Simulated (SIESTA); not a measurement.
MnPt2 under changes of volume

One of the cells (15.408 Å³/atom); the others are scaled copies at fixed shape and fractional positions:

```
Pt Mn
1.0
     2.85840    0.00000    0.00000
    -1.42920    2.47545    0.00000
     0.00000    0.00000    6.53250
Pt Mn
2 1
Direct
  0.66667 0.33333 0.31621
  0.33333 0.66667 0.68379
  0.00000 0.00000 0.00000
```

The cell comes from a database or a generator and needn't be the stable form of this composition.

```yaml
Program: SIESTA 5.4.2
Functional: LDA
Potentials_or_basis: PseudoDojo 0.4 standard (LDA files)
Basis: DZP (energy shift 0.003 Ry; two zetas on semicore shells)
Grid_cutoff: 800 Ry
Energy_shift: 0.003 Ry
k_mesh: 8 × 8 × 3
Occupations: fermi-dirac, width 0.05 eV
Spin: collinear spin, ferromagnetic start
Starting_moments: "[0.0, 0.0, 4.0] μB"
```

```csv
volume (Å³/atom),energy over the lowest point (meV/atom),pressure (GPa),moment (μB per cell),largest force (eV/Å)
14.483,0.00,-4.7,3.89,0.052
14.791,12.68,-8.7,4.05,0.034
15.099,32.58,-12.1,4.18,0.007
15.408,58.60,-15.1,4.30,0.034
15.716,90.03,-17.9,4.40,0.077
16.024,?,?,?,?
16.332,167.31,-22.4,4.53,0.155
```

**Question.** What does the run at 16.024 Å³/atom give?

**Answer.** Energy over the lowest point 126.42 meV/atom; pressure -20.3 GPa; moment 4.47 μB per cell; largest force 0.114 eV/Å.

Worked out: A Birch-Murnaghan fit of order 3 (a polynomial in V^(-2/3)) to the other rows has its minimum at 14.15 Å³/atom, just outside them, with B0 = V·E''(V) = 212 GPa and B' = 4.3 at fixed shape and positions, which overstates the stiffness. It gives 126.50 meV/atom at 16.024 Å³/atom, against the run's 126.42, and -dE/dV = -20.1 GPa, against -20.3. A parabola through the other rows of the moment, of slope 0.216 μB per Å³/atom there, gives 4.47 μB, against the run's 4.47.

Energies are extrapolated to zero smearing.

Caveats: short orbitals over semicore shells can move pressures by several GPa; the basis of atomic orbitals isn't converged, which shifts pressures, moduli and gaps.
